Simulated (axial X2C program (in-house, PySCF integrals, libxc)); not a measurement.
**A two-component session on YbLi⁺: properties at the nuclei**

Wanted for YbLi⁺: properties at the nuclei, at the two-component level.

Computed with an in-house X2C program for linear molecules on PySCF integrals. Level: two-component X2C with atomic mean-field terms, Yb dyall-cv3z, Li dyall-cv3z.

All values are calculated.

## 1. Input

Input file task.json:

```json
{"zs": [70, 3], "q": 1, "bas": ["dyall-cv3z", "dyall-cv3z"], "r0": 3.03, "levels": ["PBE0", "HF", "PBE50", "LDA", "B3LYP"], "nst": 3}
```

Keys: zs atomic numbers; q charge; bas basis sets; r0 starting distance in Å; levels methods (HF also brings MP2); nst determinants followed.

Command:

```console
> python soeom.py task.json out
```

Further steps of the session: Expectation values, lowest determinant; Expectation values, a higher determinant; Expectation values, a higher determinant.

**Question.** What will these runs give? Wanted: lowest determinant; qzz Yb; qzz Li; higher determinant; Eeff magnitude; Ws magnitude Yb; A∥/gI Yb (for each run or level that gives them).

As calculated:

| quantity | value |
| --- | --- |
| lowest determinant | Ω = 0 (closed shell) |
| qzz Yb (a.u.), PBE0 | -0.60 |
| qzz Li (a.u.), PBE0 | -0.01 |
| higher determinant | Ω = 1 (excess of +ω over −ω: 2 × ω = 1/2) |
| Eeff magnitude (GV/cm), PBE0, higher determinant | 8.13 |
| Ws magnitude Yb (kHz), PBE0, higher determinant | 6.37 |
| A∥/gI Yb (MHz), PBE0, higher determinant | 5850 |
| qzz Yb (a.u.), PBE0, higher determinant | -2.46 |
| higher determinant | Ω = 2 (excess of +ω over −ω: ω = 1/2, ω = 3/2) |
| Eeff magnitude (GV/cm), PBE0, higher determinant | 14.2 |
| Ws magnitude Yb (kHz), PBE0, higher determinant | 6.68 |
| A∥/gI Yb (MHz), PBE0, higher determinant | 2050 |
| qzz Yb (a.u.), PBE0, higher determinant | -0.08 |

What this shows: The expectation values come from single determinants, which for open shells can mix terms of unlike spin or miss the lowest Ω, so a determinant need not be a state. Eeff is the effective electric field on the electron dipole moment in this Ω state and Ws the scalar–pseudoscalar constant (defined with the proton number Z and per Ω); A∥ is the parallel hyperfine constant, which follows by multiplying with the nuclear g factor gI = μI/(I μN); qzz is the electric field gradient, eQq0 = 234.96 MHz × Q/barn × qzz. The operators were transformed with the bare-nucleus X2C matrices.
